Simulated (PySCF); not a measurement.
# C6H13FO: the cost of one run

Programs: tblite 0.8.0 and PySCF 2.14.0. All values are calculated, for the isolated system unless a continuum is named. Atoms count from 0, parts from 1.

9 further runs of the same task are left out: 9 set aside as unsound or not needed.

## (1) The system as given

21 atoms, charge 0, multiplicity 1; geometry: GFN2-xTB. Parts: 1 = atoms 0–18, `C=C(C)C(C)(C)O`, charge 0; 2 = atoms 19–20, `F`, charge 0.

## (2) NMR shieldings: PBE0/pcSseg-1

Job settings and geometry (Å):

```
{"job": {"kind": "nmr", "xc": "PBE0", "basis": "pcSseg-1", "pop": false, "iso": false}, "charge": 0, "multiplicity": 1, "parts": [{"atoms": "0-18", "charge": 0, "multiplicity": 1}, {"atoms": "19-20", "charge": 0, "multiplicity": 1}]}
C      1.500030    -1.545600     0.123210
C      0.817860    -0.436470    -0.119550
C      1.500690     0.821000    -0.566570
C     -0.691910    -0.366470     0.066830
C     -1.013880     0.234620     1.438850
C     -1.371710     0.436370    -1.048510
O     -1.271960    -1.677080     0.076600
H      1.041320    -2.457270     0.464970
H      2.569720    -1.578860     0.007000
H      2.578630     0.700080    -0.505210
H      1.242240     1.058480    -1.597600
H      1.210480     1.664820     0.056250
H     -2.091390     0.255220     1.582370
H     -0.625840     1.245690     1.513280
H     -0.567070    -0.371820     2.223010
H     -1.073420     0.061970    -2.026430
H     -1.122340     1.489750    -0.981940
H     -2.449840     0.328260    -0.950950
H     -0.993980    -2.150840    -0.716070
F     -0.960220    -3.084990     2.159070
H     -1.130000    -2.510300     1.404220
```

Level: GIAO PBE0/pcSseg-1 NMR shielding, non-relativistic, gas phase.

The run is started by

```
OMP_NUM_THREADS=1 python cluster_run.py task.json out
```

This one command runs all jobs of the session in turn.

**Question.** How long does this first job take on 1 thread of Arm Neoverse N1, shared host, and how much memory does it need?

About 55 s, with a peak of 0.93 GiB.
